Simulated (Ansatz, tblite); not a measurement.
# The cluster Al11Sb10F3: one state, many levels

An exercise on one series of results from a longer session: the logs are not shown, and one member is left open.

Computed with Ansatz 0.2.0, Gaussian basis. Level: as each input shows.

The runs, in order: GFN1-xTB, GFN2-xTB, PBE-D4/def2-TZVP, r2SCAN-D4/def2-TZVP, BLYP-D4/def2-TZVP, PBE-D4/def2-SVP, PBE0-D4/def2-SVP, MP2/def2-SVP.

4 further runs of the same task are left out: 1 for a known fault of the program, 3 set aside as unsound or not needed.

## The geometry

The geometry is that of the singlet, from an earlier relaxation (r2SCAN-D4/def2-SVP).

24 atoms, charge 0, spin multiplicity 1.

Bond lengths: Al1–Al9 2.819 Å, Al1–Sb15 2.645 Å, Al1–Sb16 2.575 Å, Al1–Sb19 2.816 Å, Al2–Al9 2.841 Å, Al2–F12 1.850 Å, Al2–Sb15 2.760 Å, Al2–Sb18 2.574 Å, Al3–Sb15 2.548 Å, Al3–Sb22 2.519 Å, Al4–Al8 2.551 Å, Al4–Sb17 2.652 Å, Al4–Sb18 2.716 Å, Al5–Sb16 2.637 Å, Al5–Sb17 2.672 Å, Al5–Sb18 2.704 Å and more. Angles: Al9–Al1–Sb15 119.1°, Al9–Al1–Sb16 64.9°, Al9–Al1–Sb19 66.9°, Sb15–Al1–Sb16 127.9°, Sb15–Al1–Sb19 121.6°, Sb16–Al1–Sb19 107.8°, Al9–Al2–F12 93.9°, Al9–Al2–Sb15 114.6°, Al9–Al2–Sb18 109.2°, F12–Al2–Sb15 106.3° and more.

As a file:

```
Al   -3.1249   -0.2140    1.1991
Al   -2.3761   -0.3654   -1.5919
Al   -3.5846    2.4427   -0.0174
Al    0.0168   -2.2223   -2.3142
Al   -2.0529   -3.2465   -0.5611
Al    1.8877   -2.6180    0.5587
Al   -0.5199    1.8846   -0.7555
Al    1.7950   -0.5299   -1.6217
Al   -0.4829   -0.8700    0.4650
Al    1.6179    2.2694    1.4131
Al    3.9757    0.3861    0.4302
F    -1.5524    1.1964   -2.1424
F     1.4350    3.9237    1.7204
F     5.1671    1.4821   -0.0497
Sb   -4.8831    0.3570   -0.6920
Sb   -2.3225   -2.5383    1.9644
Sb    0.3704   -4.3526   -0.7747
Sb   -2.5759   -2.4487   -3.0909
Sb   -1.2331    1.6792    2.0756
Sb    1.0663   -1.2513    2.6902
Sb    1.9907    2.1152   -1.3038
Sb   -1.6951    4.0677    0.3500
Sb    3.9554   -1.8923   -0.8894
Sb    3.1000    0.7315    2.9102
```

Sb takes a core potential in the def2 sets. No spin-orbit coupling is included.

PBE0-D4/def2-TZVP was run before; its log isn't repeated, and its numbers join the tables.

The first run:

Tight binding, by tblite at 300 K electronic temperature and without a spin-polarisation term:

```python
tblite.interface.Calculator('GFN1-xTB', numbers, positions, charge=0, uhf=0).singlepoint()
```

Tight binding, by tblite at 300 K electronic temperature and without a spin-polarisation term:

```python
tblite.interface.Calculator('GFN2-xTB', numbers, positions, charge=0, uhf=0).singlepoint()
```

start.molden holds the orbitals of an earlier run on this state, given as this run's starting guess.

in.yaml reads:

```yaml
crystal:
  periodic: [false, false, false]
  atoms:
    - {symbol: Al, position_ang: [-3.124868, -0.213998, 1.199109]}
    - {symbol: Al, position_ang: [-2.376093, -0.365422, -1.591879]}
    - {symbol: Al, position_ang: [-3.584627, 2.442730, -0.017355]}
    - {symbol: Al, position_ang: [0.016776, -2.222271, -2.314236]}
    - {symbol: Al, position_ang: [-2.052937, -3.246531, -0.561120]}
    - {symbol: Al, position_ang: [1.887731, -2.617980, 0.558685]}
    - {symbol: Al, position_ang: [-0.519883, 1.884626, -0.755476]}
    - {symbol: Al, position_ang: [1.794981, -0.529939, -1.621655]}
    - {symbol: Al, position_ang: [-0.482875, -0.869989, 0.464977]}
    - {symbol: Al, position_ang: [1.617898, 2.269413, 1.413115]}
    - {symbol: Al, position_ang: [3.975704, 0.386072, 0.430207]}
    - {symbol: F, position_ang: [-1.552427, 1.196419, -2.142417]}
    - {symbol: F, position_ang: [1.434991, 3.923653, 1.720418]}
    - {symbol: F, position_ang: [5.167142, 1.482093, -0.049653]}
    - {symbol: Sb, position_ang: [-4.883076, 0.356962, -0.691980]}
    - {symbol: Sb, position_ang: [-2.322546, -2.538295, 1.964440]}
    - {symbol: Sb, position_ang: [0.370407, -4.352555, -0.774669]}
    - {symbol: Sb, position_ang: [-2.575881, -2.448672, -3.090888]}
    - {symbol: Sb, position_ang: [-1.233069, 1.679244, 2.075565]}
    - {symbol: Sb, position_ang: [1.066302, -1.251322, 2.690155]}
    - {symbol: Sb, position_ang: [1.990736, 2.115219, -1.303822]}
    - {symbol: Sb, position_ang: [-1.695117, 4.067669, 0.349996]}
    - {symbol: Sb, position_ang: [3.955399, -1.892341, -0.889389]}
    - {symbol: Sb, position_ang: [3.100030, 0.731515, 2.910174]}
basis:
  gaussian: {orbitals: def2-TZVP, fitting: {mean_field: def2-universal-jkfit}, initial_orbitals: start.molden}
hamiltonian: {xc: pbe, dispersion: d4}
scf: {omitted_lower_state_checks: [starts]}
output: {forces: true, orbitals: {seedname: orbitals}}
```

Started as:

```sh
> ansatz run in.yaml --threads 4 --pin off --events-out ev --progress --plain --max-ram 46080MiB --backend cuda --devices 0, --max-vram 37GiB
```

Among the steps run: PBE-D4/def2-TZVP; r2SCAN-D4/def2-TZVP; BLYP-D4/def2-TZVP; PBE-D4/def2-SVP; PBE0-D4/def2-SVP; MP2/def2-SVP.

One table of the session follows, with a row left open; its other results are not shown here.

It belongs to the step «Binding energy». 

| level | binding an atom (eV) |
| --- | --- |
| HF/def2-SVP | 1.616 |
| PBE-D4/def2-SVP | ? |
| PBE-D4/def2-TZVP | 3.290 |
| BLYP-D4/def2-TZVP | 3.056 |
| r2SCAN-D4/def2-TZVP | 3.169 |
| PBE0-D4/def2-SVP | 3.187 |
| PBE0-D4/def2-TZVP | 3.185 |
| MP2/def2-SVP | 2.917 |

**Question.** Estimate the row for PBE-D4/def2-SVP.

As computed: binding an atom (eV): 3.310. In the column «binding an atom (eV)» it is the highest.

Caveats from the session: Free atoms were run apart at each level; binding is atoms less cluster, divided by the number of atoms, without zero-point or spin-orbit terms.
